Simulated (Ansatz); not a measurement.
**WC+ (sextet): wave-function methods side by side, def2-TZVPP**

The task here is to estimate one member of a computed series from the others.

Program: Ansatz 0.2.0, Gaussian basis. Level of theory: def2-TZVPP, core rule «outside noble gas», up to 5 orbitals frozen. These are calculated values, not measurements.

The runs, in order: UHF; ROHF; CCSD(T) on UHF.

### What is computed

The geometry is a PBE0/def2-TZVP stationary point (not a proven minimum). No spin-orbit coupling is included. Elements past krypton take def2 core potentials.

2 atoms, charge 1, spin multiplicity 6.

Atoms are counted from 1 here; the program's logs count them from 0.

Bond lengths: W1–C2 1.838 Å.

Coordinates:

```xyz
2

W     0.0000    0.0000    0.0000
C     0.0000    0.0000    1.8376
```

The first run:

in.yaml

```yaml
crystal:
  periodic: [false, false, false]
  atoms:
    - {symbol: W, position_ang: [0.000000, 0.000000, 0.000000]}
    - {symbol: C, position_ang: [0.000000, 0.000000, 1.837600]}
basis:
  gaussian: {orbitals: def2-TZVPP}
total_charge: 1
magnetization: {spin_polarized: true, initial_magnetization: 5}
hamiltonian: {xc: hf}
output: {orbitals: {seedname: orbitals}}
```

Launch:

```bash
$ ansatz run in.yaml --threads 1 --pin off --events-out ev --progress --plain --max-ram 4096MiB --backend cpu
```

Among the steps run: UHF; ROHF; CCSD(T) on UHF.

One table of the session follows, with a row left open; its other results are not shown here.

It belongs to the step «Misses and costs». 

| method | from UCCSD(T) (meV) |
| --- | --- |
| ROHF | +7122.8 |
| UHF | +6502.2 |
| UMP2 | ? |
| UCCSD | +401.7 |
| UCCSD(T) | 0 |

**Question.** Estimate the row for UMP2.

**Answer.** from UCCSD(T) (meV): +1491.7. In the column «from UCCSD(T) (meV)» it lies between UCCSD (+401.7) and UHF (+6502.2).

Limits of these values: The determinant is far from a pure spin state, so its energy mixes those of several spin states (harmless only where they are near-degenerate, as at dissociation).
